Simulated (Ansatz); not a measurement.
**InH₂+ (triplet): from Hartree-Fock to the top rungs at scale of all distances = 1.480, def2-TZVPP**

How much of the correlation energy of InH₂+ (triplet) does each wave-function method recover here?

Program: Ansatz 0.2.0, Gaussian basis. Level of theory: def2-TZVPP, core rule «outside noble gas», up to 9 orbitals frozen. These are calculated values, not measurements.

To be run: UHF; CCSD(T) on ROHF; CCSD(T) on UHF; BCCD(T) on ROHF; CCSDT(Q) on ROHF; CCSDT(Q) on UHF; CASSCF and NEVPT2, 4 electrons in 4 orbitals; CASSCF and MRCISD+Q, 4 electrons in 6 orbitals; CASSCF and NEVPT2, 4 electrons in 6 orbitals; Full CI.

12 further runs of the same task are left out: 9 that didn't finish, 3 set aside as unsound or not needed.

## 1. What is computed

The geometry derives from a PBE0/def2-TZVP stationary point (not a proven minimum). All distances are scaled together. No spin-orbit coupling is included. Elements past krypton take def2 core potentials.

3 atoms, charge 1, spin multiplicity 3.

Atoms are counted from 1 here; the program's logs count them from 0.

No contacts short enough for the rule that draws bonds.

As a file:

```xyz
3

In    0.0000    0.0000   -0.0409
H     0.0000    1.6921    2.3269
H     0.0000   -1.6921    2.3269
```

## 2. UHF

The input, in.yaml:

```yaml
crystal:
  periodic: [false, false, false]
  atoms:
    - {symbol: In, position_ang: [0.000000, 0.000000, -0.040853]}
    - {symbol: H, position_ang: [0.000000, 1.692074, 2.326877]}
    - {symbol: H, position_ang: [0.000000, -1.692074, 2.326877]}
basis:
  gaussian: {orbitals: def2-TZVPP}
total_charge: 1
magnetization: {spin_polarized: true, initial_magnetization: 2}
hamiltonian: {xc: hf}
output: {orbitals: {seedname: orbitals}}
```

The run is started by

```console
$ ansatz run in.yaml --threads 1 --pin off --events-out ev --progress --plain --max-ram 2393MiB
```

After this run come: CCSD(T) on ROHF; CCSD(T) on UHF; BCCD(T) on ROHF; CCSDT(Q) on ROHF; CCSDT(Q) on UHF; CASSCF and NEVPT2, 4 electrons in 4 orbitals; CASSCF and MRCISD+Q, 4 electrons in 6 orbitals; CASSCF and NEVPT2, 4 electrons in 6 orbitals; Full CI.

Q: Predict the results of all the runs planned. Wanted: FCI below the RHF energy; RMP2 from FCI; UMP2 from FCI; RCCSD from FCI; RCCSD(T) from FCI; UCCSD(T) from FCI; RCCSDT(Q) from FCI; UCCSDT(Q) from FCI; NEVPT2 pair from FCI.

As calculated:

```
                         quantity                                                                                                              value
         FCI below the RHF energy                                                                                                         -0.9950 eV
                    RMP2 from FCI                                                                                                         +288.1 meV
                    UMP2 from FCI                                                                                                         +285.7 meV
                   RCCSD from FCI                                                                                                           +7.5 meV
                RCCSD(T) from FCI                                                                                                           +2.1 meV
                UCCSD(T) from FCI                                                                                                           +1.5 meV
               RCCSDT(Q) from FCI                                                                                                            0.0 meV
               UCCSDT(Q) from FCI                                                                                                           -0.5 meV
             NEVPT2 pair from FCI                                                                                                         +306.2 meV
          NEVPT2 valence from FCI                                                                                                          +48.6 meV
        MRCISD+Q valence from FCI                                                                                                           +7.2 meV
levels within 1 kcal/mol (43 meV)  RCCSD, UCCSD, RCCSD(T), UCCSD(T), BCCD(T), RCCSDT, UCCSDT, RCCSDT(Q), UCCSDT(Q), MRCISD valence, MRCISD+Q valence
                    T1 diagnostic                                                                                                              0.019
   effectively unpaired electrons                                                                                                               2.04
```

What this shows: RCCSD(T) misses by +2.1 meV, 0.2 % of the correlation energy. One determinant dominates. Of the multireference levels listed MRCISD+Q valence comes nearest in total energy (+7.2 meV), which doesn't show that its space is the better one. These misses are within one basis, not against nature; the frozen cores of restricted and unrestricted runs differ, which can shift their rows.
